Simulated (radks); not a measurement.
# Co⁷⁺ in [Ar] 3d2: an all-electron calculation

One table from this session's results is given with a row withheld; the runs are named, their logs left out.

Method: scalar-relativistic Kohn-Sham, r2SCAN, spin-polarised, spherical densities, finite nucleus; open shells are filled with parallel spins first. Code: radks (a radial shooting solver on a logarithmic mesh, Libxc functionals) version 1.

**Starting point**

```
element            : cobalt (Z = 27)
charge             : +7
electrons          : 20
configuration      : [Ar] 3d2
nuclear rms radius : 3.7875 fm
```

The outer shells:

Co⁷⁺
```
[Ar] core
3d [↑ ][↑ ][  ][  ][  ]
```

Set-up of the first run:

Input:

```text
Z 27
configuration [Ar] 3d2 4s0 4p0 4d0 4f0
relativity scalar-relativistic
functional r2scan,r2scan
spin polarised
nucleus finite rms 3.7875 fm
c 137.035999084
```

Started as:

```
$ python run_ks.py task.json out
```

This one command runs every case of the session in turn.

Steps of the session up to this table: Self-consistent calculation.

One of the session's tables, all rows but one given; the rest of the session is left out.

It belongs to the step «Orbitals and density». From the orbitals of this run (lengths in bohr):

| level | <r> | outermost maximum (interpolated) | 90 % within | nodes |
| --- | --- | --- | --- | --- |
| 1s down | 0.05621 | 0.0368 | 0.100 | 0 |
| 1s up | 0.05621 | 0.0368 | 0.100 | 0 |
| 2s up | 0.2549 | 0.213 | 0.395 | 1 |
| 2s down | 0.2545 | 0.213 | 0.394 | 1 |
| 2p up | 0.2248 | 0.172 | 0.368 | 0 |
| 2p down | 0.2244 | 0.172 | 0.367 | 0 |
| 3s up | 0.7276 | 0.650 | 1.07 | 2 |
| 3s down | 0.7309 | 0.651 | 1.08 | 2 |
| 3p up | 0.7434 | 0.652 | 1.12 | 1 |
| 3p down | 0.7474 | 0.654 | 1.13 | 1 |
| 3d up | 0.7497 | 0.594 | 1.19 | 0 |
| 3d down | 0.7556 | 0.599 | 1.20 | 0 |
| 4s up | 1.680 | 1.59 | 2.39 | 3 |
| 4s down | 1.704 | 1.60 | 2.44 | 3 |
| 4p up | 1.802 | 1.70 | 2.59 | 2 |
| 4p down | 1.846 | 1.74 | 2.66 | 2 |
| 4d up | ? | ? | ? | ? |

Estimate the missing values for 4d up.

**Answer.** <r>: 2.041; outermost maximum (interpolated): 1.92; 90 % within: 2.97; nodes: 1. In the column «<r>» it is the highest.

Limits of these values: Open shells are spherical and high-spin; term and fine-structure splittings are not resolved.
